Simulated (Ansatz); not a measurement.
**Cu(NH3)H (CuNH4): structure and electronic state**

What does Cu(NH3)H (CuNH4) look like as a singlet, and where do its frontier electrons sit?

Program: Ansatz 0.2.0, Gaussian basis. Level of theory: RKS PBE0-D4/def2-TZVP. These are calculated values, not measurements.

The runs, in order: relaxation at r2SCAN-D4/def2-TZVP; a single point at PBE0-D4/def2-TZVP.

## Step 1: Where the work starts

6 atoms, charge 0, spin multiplicity 1.

Atoms are counted from 1 here; the program's logs count them from 0.

Bond lengths: Cu1–N2 1.969 Å, Cu1–H6 1.446 Å, N2–H3 1.018 Å, N2–H4 1.018 Å, N2–H5 1.018 Å. Angles: N2–Cu1–H6 179.3°, Cu1–N2–H3 109.7°, Cu1–N2–H4 108.8°, Cu1–N2–H5 109.5°, H3–N2–H4 109.6°, H3–N2–H5 109.6°, H4–N2–H5 109.7°.

Coordinates:

```
Cu   -0.0127    0.0069   -1.2402
N     0.0008   -0.0012    0.7291
H    -0.4137    0.8605    1.0785
H     0.9645   -0.0714    1.0499
H    -0.5322   -0.7993    1.0688
H    -0.0066    0.0044   -2.6861
```

Formally the metal is d10. No spin-orbit coupling is included.

The start is a GFN2-xTB geometry.

## Step 2: Optimising with r2SCAN-D4/def2-TZVP

in.yaml

```yaml
crystal:
  periodic: [false, false, false]
  atoms:
    - {symbol: Cu, position_ang: [-0.012740, 0.006930, -1.240190]}
    - {symbol: N, position_ang: [0.000760, -0.001200, 0.729060]}
    - {symbol: H, position_ang: [-0.413680, 0.860500, 1.078460]}
    - {symbol: H, position_ang: [0.964450, -0.071390, 1.049950]}
    - {symbol: H, position_ang: [-0.532190, -0.799250, 1.068800]}
    - {symbol: H, position_ang: [-0.006600, 0.004410, -2.686070]}
basis:
  gaussian: {orbitals: def2-TZVP}
hamiltonian: {xc: r2scan, dispersion: d4}
scf: {omitted_lower_state_checks: [starts]}
output: {orbitals: {seedname: orbitals}}
relax: {f_tol: 0.02, max_steps: 100}
```

Launch:

```bash
> ansatz run in.yaml --threads 4 --pin off --events-out ev --progress --plain --max-ram 3916MiB
```

After this run come: Single point, PBE0-D4/def2-TZVP.

Before running them: what should the planned runs give, taken together? Wanted: point group; near neighbours of the metal; HOMO, LUMO at PBE0-D4/def2-TZVP; charge on the metal; dipole at r2SCAN-D4/def2-TZVP.

**Answer**, as computed:

| quantity | value |
| --- | --- |
| point group | C3v |
| near neighbours of the metal | N 1.97, H 1.48 Å |
| HOMO, LUMO at PBE0-D4/def2-TZVP | -5.66, -0.33 eV |
| charge on the metal (Mulliken, PBE0-D4/def2-TZVP) | -0.35 e |
| dipole at r2SCAN-D4/def2-TZVP | 6.53 D |

**Reading.** The molecule keeps its bonding pattern by the stored test; the atoms moved 0.03 Å (rms). The metal has 2 near neighbours by the distance rule, from 1.48 to 1.97 Å. The Mulliken charge of the metal, -0.35 e, depends on the basis and isn't its oxidation state. No usable vibrations, so a minimum isn't proven. Whether this spin is the lowest isn't tested here.
